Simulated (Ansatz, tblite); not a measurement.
**C₂₄H₁₈: one state, many levels**

One table from this session's results is given with a row withheld; the runs are named, their logs left out.

The runs use Ansatz 0.2.0, Gaussian basis; as each input shows.

Plan: GFN1-xTB, GFN2-xTB, PBE-D4/def2-TZVP, r2SCAN-D4/def2-TZVP, PBE-D4/def2-SVP, PBE0-D4/def2-SVP.

1 further run of the same task is left out (set aside as unsound or not needed). Runs told in other sessions of the task aren't counted.

### The geometry

The geometry is that of the singlet, from an earlier relaxation (r2SCAN-D4/def2-SVP).

42 atoms, charge 0, spin multiplicity 1.

Bond lengths: C1–C2 1.399 Å, C1–C24 1.399 Å, C1–H25 1.094 Å, C2–C3 1.396 Å, C2–H26 1.094 Å, C3–C4 1.409 Å, C3–H27 1.094 Å, C4–C5 1.479 Å, C4–C23 1.409 Å, C5–C6 1.408 Å, C5–C22 1.408 Å, C6–C7 1.393 Å, C6–H28 1.094 Å, C7–C8 1.408 Å, C7–H29 1.094 Å, C8–C9 1.478 Å, C8–C21 1.408 Å, C9–C10 1.408 Å and more. Angles: C2–C1–C24 119.5°, C2–C1–H25 120.3°, C24–C1–H25 120.3°, C1–C2–C3 120.3°, C1–C2–H26 120.1°, C3–C2–H26 119.6°, C2–C3–C4 120.9°, C2–C3–H27 119.6°, C4–C3–H27 119.4°, C3–C4–C5 120.9°, C3–C4–C23 118.1°, C5–C4–C23 120.9°, C4–C5–C6 121.2°, C4–C5–C22 121.2°, C6–C5–C22 117.5°, C5–C6–C7 121.2°, C5–C6–H28 119.5°, C7–C6–H28 119.3° and more.

PBE0-D4/def2-TZVP was run before; its log isn't repeated, and its numbers join the tables.

The first run:

Tight binding, by tblite at 300 K electronic temperature and without a spin-polarisation term:

```python
tblite.interface.Calculator('GFN1-xTB', numbers, positions, charge=0, uhf=0).singlepoint()
```

Tight binding, by tblite at 300 K electronic temperature and without a spin-polarisation term:

```python
tblite.interface.Calculator('GFN2-xTB', numbers, positions, charge=0, uhf=0).singlepoint()
```

start.molden holds the orbitals of an earlier run on this state, given as this run's starting guess.

in.yaml

```yaml
crystal:
  periodic: [false, false, false]
  atoms:
    - {symbol: C, position_ang: [-7.881749, -0.002069, 0.480596]}
    - {symbol: C, position_ang: [-7.250969, -0.127547, -0.761692]}
    - {symbol: C, position_ang: [-5.857855, -0.128109, -0.846675]}
    - {symbol: C, position_ang: [-5.061877, -0.001400, 0.308777]}
    - {symbol: C, position_ang: [-3.585136, -0.001099, 0.218822]}
    - {symbol: C, position_ang: [-2.911478, -0.794630, -0.729216]}
    - {symbol: C, position_ang: [-1.521460, -0.795446, -0.813188]}
    - {symbol: C, position_ang: [-0.737627, 0.000233, 0.044542]}
    - {symbol: C, position_ang: [0.737556, 0.000444, -0.045437]}
    - {symbol: C, position_ang: [1.484407, 1.167552, 0.206102]}
    - {symbol: C, position_ang: [2.874275, 1.168007, 0.119909]}
    - {symbol: C, position_ang: [3.585167, 0.000781, -0.218453]}
    - {symbol: C, position_ang: [5.061902, 0.001112, -0.308469]}
    - {symbol: C, position_ang: [5.758106, 1.128872, -0.786224]}
    - {symbol: C, position_ang: [7.151177, 1.128789, -0.871662]}
    - {symbol: C, position_ang: [7.881729, 0.001805, -0.480465]}
    - {symbol: C, position_ang: [7.204711, -1.125439, -0.003154]}
    - {symbol: C, position_ang: [5.811556, -1.126286, 0.081131]}
    - {symbol: C, position_ang: [2.838785, -1.166607, -0.468336]}
    - {symbol: C, position_ang: [1.448723, -1.166570, -0.385342]}
    - {symbol: C, position_ang: [-1.411722, 0.795031, 0.991711]}
    - {symbol: C, position_ang: [-2.801598, 0.793263, 1.077526]}
    - {symbol: C, position_ang: [-5.711787, 0.125177, 1.552336]}
    - {symbol: C, position_ang: [-7.104893, 0.124096, 1.637056]}
    - {symbol: H, position_ang: [-8.973581, -0.002331, 0.547178]}
    - {symbol: H, position_ang: [-7.848916, -0.217577, -1.673940]}
    - {symbol: H, position_ang: [-5.375856, -0.198884, -1.826502]}
    - {symbol: H, position_ang: [-3.488711, -1.436422, -1.401169]}
    - {symbol: H, position_ang: [-1.031948, -1.411855, -1.572749]}
    - {symbol: H, position_ang: [0.963783, 2.096733, 0.455261]}
    - {symbol: H, position_ang: [3.423686, 2.088675, 0.337021]}
    - {symbol: H, position_ang: [5.195660, 2.005574, -1.121575]}
    - {symbol: H, position_ang: [7.670016, 2.012871, -1.255117]}
    - {symbol: H, position_ang: [8.973556, 0.002181, -0.547049]}
    - {symbol: H, position_ang: [7.766780, -2.009212, 0.314380]}
    - {symbol: H, position_ang: [5.294585, -2.003327, 0.482205]}
    - {symbol: H, position_ang: [3.358123, -2.086927, -0.750941]}
    - {symbol: H, position_ang: [0.902079, -2.096018, -0.569258]}
    - {symbol: H, position_ang: [-0.833813, 1.411341, 1.686451]}
    - {symbol: H, position_ang: [-3.293169, 1.435462, 1.814066]}
    - {symbol: H, position_ang: [-5.114459, 0.195960, 2.466433]}
    - {symbol: H, position_ang: [-7.587748, 0.213819, 2.615111]}
basis:
  gaussian: {orbitals: def2-TZVP, fitting: {mean_field: def2-universal-jkfit}, initial_orbitals: start.molden}
hamiltonian: {xc: pbe, dispersion: d4}
scf: {omitted_lower_state_checks: [starts]}
output: {forces: true, orbitals: {seedname: orbitals}}
```

On the command line:

```sh
$ ansatz run in.yaml --threads 2 --pin off --events-out ev --progress --plain --max-ram 32768MiB --backend cuda --devices 0, --max-vram 18GiB
```

Steps of the session up to this table: PBE-D4/def2-TZVP; r2SCAN-D4/def2-TZVP; PBE-D4/def2-SVP; PBE0-D4/def2-SVP.

One of the session's tables, all rows but one given; the rest of the session is left out.

It belongs to the step «Binding energy». 

```
              level  binding an atom (eV)
    PBE-D4/def2-SVP                 5.589
   PBE-D4/def2-TZVP                 5.506
r2SCAN-D4/def2-TZVP                 5.334
   PBE0-D4/def2-SVP                 5.481
  PBE0-D4/def2-TZVP                     ?
```

**Question.** Estimate the row for PBE0-D4/def2-TZVP.

**Answer.** binding an atom (eV): 5.395. In the column «binding an atom (eV)» it lies between r2SCAN-D4/def2-TZVP (5.334) and PBE0-D4/def2-SVP (5.481).

Limits of these values: Free atoms were run apart at each level; binding is atoms less cluster, divided by the number of atoms, without zero-point or spin-orbit terms.
